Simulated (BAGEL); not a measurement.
**[B2H3Cl2]− (SMILES [BH3-]B(Cl)Cl): HF/STO-3G (density fitting with qzvpp-jkfit)**

What is the vertical singlet–triplet gap of [B2H3Cl2]− at HF/STO-3G (density fitting with qzvpp-jkfit)? 

The calculation is run with BAGEL 1.2.2.

1 further run of the same task is left out (set aside as unsound or not needed).

### Step 1. Starting point

[B2H3Cl2]−: 7 atoms, total charge -1, spin state singlet. As SMILES, `[BH3-]B(Cl)Cl`. Geometry: relaxed at GFN2-xTB.

Bond lengths: B1–B2 1.676 Å, B2–Cl3 1.771 Å, B2–Cl4 1.769 Å, B1–H5 1.220 Å, B1–H6 1.220 Å, B1–H7 1.215 Å. Angles: B1–B2–Cl3 126.7°, B1–B2–Cl4 124.1°, Cl3–B2–Cl4 109.2°, B2–B1–H5 109.2°, B2–B1–H6 109.0°, B2–B1–H7 113.6°, H5–B1–H6 106.4°, H5–B1–H7 109.2°, H6–B1–H7 109.1°.

### Step 2. The energy at HF/STO-3G (density fitting with qzvpp-jkfit)

Contents of job.json:

```json
{ "bagel" : [

{
  "title" : "molecule",
  "basis" : "sto-3g",
  "df_basis" : "qzvpp-jkfit",
  "angstrom" : true,
  "geometry" : [
    { "atom" : "B", "xyz" : [   -0.479780,    0.669680,   -0.082260 ] },
    { "atom" : "B", "xyz" : [    0.522430,   -0.660920,    0.105330 ] },
    { "atom" : "Cl", "xyz" : [    2.144940,   -0.673080,    0.815080 ] },
    { "atom" : "Cl", "xyz" : [    0.095170,   -2.302260,   -0.398440 ] },
    { "atom" : "H", "xyz" : [   -1.536600,    0.460280,    0.490250 ] },
    { "atom" : "H", "xyz" : [   -0.748160,    0.802320,   -1.265090 ] },
    { "atom" : "H", "xyz" : [    0.001990,    1.703980,    0.335130 ] }
  ]
},
{
  "title" : "hf",
  "charge" : -1
},
{
  "title" : "print",
  "file" : "orbitals.molden",
  "orbitals" : true
}

]}
```

The run is started by

```console
BAGEL_NUM_THREADS=1 BAGEL job.json > job.out
```

The program printed:

```text
* using 1 threads per process

  ===============================================================
  ===============================================================

  *** Geometry ***

  { "atom" : "B", "xyz" : [     -0.906653,      1.265512,     -0.155449 ] },
  { "atom" : "B", "xyz" : [      0.987250,     -1.248958,      0.199045 ] },
  { "atom" : "Cl", "xyz" : [      4.053349,     -1.271937,      1.540278 ] },
  { "atom" : "Cl", "xyz" : [      0.179845,     -4.350641,     -0.752942 ] },
  { "atom" : "H", "xyz" : [     -2.903753,      0.869803,      0.926438 ] },
  { "atom" : "H", "xyz" : [     -1.413817,      1.516165,     -2.390674 ] },
  { "atom" : "H", "xyz" : [      0.003761,      3.220056,      0.633304 ] },

  Number of auxiliary basis functions:      460

  Since a DF basis is specified, we compute 2- and 3-index integrals:
    o Being stored without compression. Storage requirement is 0.004 GB

  Number of basis functions:       31
  Number of electrons      :       47

    * METHOD: MOLECULE                             0.13

  *** RHF ***

  === Nuclear Repulsion ===
   166.7654892369

      * DIIS with orbital gradients will be used.

  === RHF iteration (sto-3g) ===
      0       -959.57431417          0.01302497           0.02
      1       -959.64300196          0.00343520           0.02
      2       -959.64762264          0.00085161           0.02
      3       -959.64812466          0.00012298           0.02
      4       -959.64813733          0.00001909           0.02
      5       -959.64813763          0.00000370           0.02
      6       -959.64813764          0.00000089           0.02
      7       -959.64813764          0.00000014           0.02
      8       -959.64813764          0.00000003           0.02
      9       -959.64813764          0.00000001           0.02
    * SCF iteration converged.

    * Permanent dipole moment:
           (   -1.386106,     1.861496,    -0.254843) a.u.

    * METHOD: HF                                   0.24

    * METHOD: PRINT                                0.00

  ===============================================================
```

Run time: 0.62 s. Hardware: 1 thread of Arm Neoverse V2, shared host.

### Step 3. The triplet at the same level

Contents of input.json:

```json
{ "bagel" : [

{
  "title" : "molecule",
  "basis" : "sto-3g",
  "df_basis" : "qzvpp-jkfit",
  "angstrom" : true,
  "geometry" : [
    { "atom" : "B", "xyz" : [   -0.479780,    0.669680,   -0.082260 ] },
    { "atom" : "B", "xyz" : [    0.522430,   -0.660920,    0.105330 ] },
    { "atom" : "Cl", "xyz" : [    2.144940,   -0.673080,    0.815080 ] },
    { "atom" : "Cl", "xyz" : [    0.095170,   -2.302260,   -0.398440 ] },
    { "atom" : "H", "xyz" : [   -1.536600,    0.460280,    0.490250 ] },
    { "atom" : "H", "xyz" : [   -0.748160,    0.802320,   -1.265090 ] },
    { "atom" : "H", "xyz" : [    0.001990,    1.703980,    0.335130 ] }
  ]
},
{
  "title" : "uhf",
  "charge" : -1,
  "nopen" : 2
},
{
  "title" : "print",
  "file" : "orbitals.molden",
  "orbitals" : true
}

]}
```

The run is started by

```console
BAGEL_NUM_THREADS=1 BAGEL input.json > input.out
```

The program printed:

```text
* using 1 threads per process

  ===============================================================
  ===============================================================

  *** Geometry ***

  { "atom" : "B", "xyz" : [     -0.906653,      1.265512,     -0.155449 ] },
  { "atom" : "B", "xyz" : [      0.987250,     -1.248958,      0.199045 ] },
  { "atom" : "Cl", "xyz" : [      4.053349,     -1.271937,      1.540278 ] },
  { "atom" : "Cl", "xyz" : [      0.179845,     -4.350641,     -0.752942 ] },
  { "atom" : "H", "xyz" : [     -2.903753,      0.869803,      0.926438 ] },
  { "atom" : "H", "xyz" : [     -1.413817,      1.516165,     -2.390674 ] },
  { "atom" : "H", "xyz" : [      0.003761,      3.220056,      0.633304 ] },

  Number of auxiliary basis functions:      460

  Since a DF basis is specified, we compute 2- and 3-index integrals:
    o Being stored without compression. Storage requirement is 0.004 GB

  Number of basis functions:       31
  Number of electrons      :       47

    * METHOD: MOLECULE                             0.13

  *** Open-shell HF ***

  === Nuclear Repulsion ===
   166.7654892369

      * DIIS with orbital gradients will be used.

  === UHF iteration (sto-3g) ===
      0       -959.44480848          0.01799192           0.04
      1       -959.49415983          0.00637930           0.03
      2       -959.50074887          0.00286560           0.04
      3       -959.50261677          0.00076491           0.04
      4       -959.50282875          0.00021156           0.04
      5       -959.50286941          0.00005105           0.04
      6       -959.50287374          0.00002092           0.04
      7       -959.50287410          0.00000972           0.04
      8       -959.50287417          0.00000424           0.04
      9       -959.50287419          0.00000168           0.04
     10       -959.50287420          0.00000026           0.04
     11       -959.50287420          0.00000014           0.03
     12       -959.50287420          0.00000008           0.04
     13       -959.50287420          0.00000004           0.04
     14       -959.50287420          0.00000002           0.04
     15       -959.50287420          0.00000001           0.04
    * SCF iteration converged.

    * S^2 (UHF) is 2.0096

    * Permanent dipole moment:
           (   -0.587637,     0.705322,    -0.125037) a.u.

    * METHOD: UHF                                  0.65

    * METHOD: PRINT                                0.00

  ===============================================================
```

Wall time 1 s (1 thread of Arm Neoverse V2, shared host).

### Step 4. Results

At HF/STO-3G (density fitting with qzvpp-jkfit):

| quantity | value |
| --- | --- |
| singlet: total energy | -959.64814 Eh |
| singlet: HOMO energy | -3.06 eV |
| singlet: LUMO energy | 11.87 eV |
| singlet: HOMO–LUMO gap (to an unbound level, set by the basis) | 14.93 eV |
| triplet: total energy | -959.50287 Eh |
| triplet: ⟨S²⟩ | 2.010 |
| vertical energy of the triplet above the singlet | 3.953 eV |

At this shape the triplet lies 3.95 eV (91 kcal/mol) above the singlet. For an anion a state so high probably lies above electron detachment. In a minimal basis such a difference can be off by several eV, whatever the method.
